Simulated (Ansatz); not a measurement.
Run this with Ansatz 0.2.0 through its Python package and show what comes out.

Input file `POSCAR_ni4n3`:
```text
Ni4N3
1.0
   3.96111200    0.00000000    0.00000000
   0.00000000    3.96111200    0.00000000
   0.00000000    0.00000000    3.96111200
Ni N
4 3
Direct
   0.00000000    0.50000000    0.00000000
   0.50000000    0.00000000    0.00000000
   0.50000000    0.50000000    0.50000000
   0.00000000    0.00000000    0.50000000
   0.50000000    0.00000000    0.50000000
   0.00000000    0.50000000    0.50000000
   0.50000000    0.50000000    0.00000000
```

`ni4n3.py`
```python
'''Write the input file for Ni4N3 without running it.'''

import ansatz as az
from ase.io import read

FUNCTIONAL = 'LDA'
FILLING = 'fermi_dirac'
WIDTH_EV = 0.15
K_DENSITY = 3.4


def main() -> None:
    atoms = read('POSCAR_ni4n3', format='vasp')
    xtal = az.Crystal.from_ase(atoms).moments(Ni=1.0)

    calculation = (
        xtal.calculation()
        .functional(FUNCTIONAL)  # level of theory
        .occupations(FILLING, width=WIDTH_EV)
        .kpoints(density=K_DENSITY)
        .spin(az.SpinTreatment.COLLINEAR)
        .density_of_states(projected=True, energy_step=0.02)
    )
    text = calculation.to_yaml()
    print(text)
    print('sections:', sorted(calculation.input().to_dict()))


if __name__ == '__main__':
    main()
```

`python ni4n3.py` gives:
```text
crystal:
  lattice:
    - [3.961112, 0.0, 0.0]
    - [0.0, 3.961112, 0.0]
    - [0.0, 0.0, 3.961112]
  atoms:
    - { symbol: Ni, position: [0.0, 0.5, 0.0] }
    - { symbol: Ni, position: [0.5, 0.0, 0.0] }
    - { symbol: Ni, position: [0.5, 0.5, 0.5] }
    - { symbol: Ni, position: [0.0, 0.0, 0.5] }
    - { symbol: "N", position: [0.5, 0.0, 0.5] }
    - { symbol: "N", position: [0.0, 0.5, 0.5] }
    - { symbol: "N", position: [0.5, 0.5, 0.0] }
kpoints:
  mp_grid:
    kspacing: 0.29411764705882354
hamiltonian:
  xc: lda
magnetization:
  spin_polarized: true
  per_species:
    Ni: 1.0
scf:
  occupations:
    method: fermi_dirac
    width: 0.15
output:
  dos:
    de: 0.02
    projected: true

sections: ['crystal', 'hamiltonian', 'kpoints', 'magnetization', 'output', 'scf']
```

The input is only written out: it wasn't run, and its settings aren't tested. The structure comes from a database and needn't be a stable phase.
